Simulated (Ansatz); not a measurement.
I need a charge-density difference against the sublattices of Ga3Tc, space group I4/mmm. Use the Ansatz DFT code, driven from Python. Use (first run): LDA, PAW, cutoff 550 eV, 9×9×9 k-points, Fermi-Dirac smearing of 0.1 eV.

```yaml
crystal:
  lattice:
    - [-1.89565, 1.89565, 4.04575]
    - [1.89565, -1.89565, 4.04575]
    - [1.89565, 1.89565, -4.04575]
  atoms:
    - { symbol: Ga, position: [0.75000, 0.25000, 0.50000] }
    - { symbol: Ga, position: [0.25000, 0.75000, 0.50000] }
    - { symbol: Ga, position: [0.50000, 0.50000, 0.00000] }
    - { symbol: Tc, position: [0.00000, 0.00000, 0.00000] }
```

`drho_ga3tc.py`
```python
'''Density of Ga3Tc less that of its sublattices.'''

import warnings

import ansatz as az
import numpy as np

VECTORS = np.array([
    [-1.895646, 1.895646, 4.045748],
    [1.895646, -1.895646, 4.045748],
    [1.895646, 1.895646, -4.045748],
])
SITES = [
    ('Ga', (0.75, 0.25, 0.5)),
    ('Ga', (0.25, 0.75, 0.5)),
    ('Ga', (0.5, 0.5, 0.0)),
    ('Tc', (0.0, 0.0, 0.0)),
]


def crystal_on(cell):
    crystal = az.Crystal(lattice=az.Lattice.of(cell))
    for symbol, position in SITES:
        crystal = crystal.atom(symbol, position)
    return crystal

warnings.simplefilter('ignore', az.DeckWarning)

# same cell, cutoff and mesh for the crystal and its parts
def solve(crystal):
    return (
        crystal.calculation()
        .functional('lda')
        .occupations('Fermi-Dirac', width=100 * az.meV)
        .basis(550, grid_basis='typed')
        .kpoints(9, 9, 9)
        .density()
        .run(threads=1)
    )


whole = solve(crystal_on(VECTORS))
difference = whole.density().channels[0].density_e_per_ang3.copy()
binding = whole.report['free_energy_ev']
for element in ['Ga', 'Tc']:
    part = az.Crystal(lattice=az.Lattice.of(VECTORS))
    for symbol, position in SITES:
        if symbol == element:
            part = part.atom(symbol, position)
    alone = solve(part)
    difference -= alone.density().channels[0].density_e_per_ang3
    binding -= alone.report['free_energy_ev']
    print(f'{element} sublattice: {alone.report["n_electrons"]:g} electrons, {alone.report["n_iterations"]} iterations')

voxel = abs(np.linalg.det(VECTORS)) / difference.size
print(f'energy of the crystal less its unpolarised sublattices: {binding / len(SITES):.4f} eV/atom')
print(f'net charge of the difference {difference.sum() * voxel:.5f} e, charge rearranged {0.5 * np.abs(difference).sum() * voxel:.3f} e')
print(f'extremes {difference.min():.4f} and {difference.max():.4f} e/A^3')
for (symbol, position) in SITES:
    index = tuple(int(round(p * n)) % n for p, n in zip(position, difference.shape))
    print(f'  change of the pseudo-density at the grid point nearest {symbol}: {difference[index]:+.4f} e/A^3')
```

```console
$ python drho_ga3tc.py
Ga sublattice: 39 electrons, 7 iterations
Tc sublattice: 15 electrons, 9 iterations
energy of the crystal less its unpolarised sublattices: -2.2212 eV/atom
net charge of the difference 0.00000 e, charge rearranged 0.736 e
extremes -0.1456 and 0.2205 e/A^3
  change of the pseudo-density at the grid point nearest Ga: +0.2205 e/A^3
  change of the pseudo-density at the grid point nearest Ga: +0.2205 e/A^3
  change of the pseudo-density at the grid point nearest Ga: +0.1126 e/A^3
  change of the pseudo-density at the grid point nearest Tc: -0.0182 e/A^3
```

Notes:
- Spin is left out of this run.
- The mesh is modest for a metal, so energies can be off by several to tens of meV an atom and pressures by half a GPa or more; differences at equal mesh fare better.
- The fields are valence quantities on the plane-wave grid; their values near the nuclei depend on the potentials.
- This cell is a computed structure, which may not be the phase found in nature.
- Charge moved counts every rearrangement, bonding and polarisation too, and is no transfer between atoms; the bare sublattices are artificial references. Values near the nuclei depend on the potentials.
- Finished in 21 s on 1 thread of Arm Neoverse V2, with other jobs on the host, peak memory 0.49 GiB.
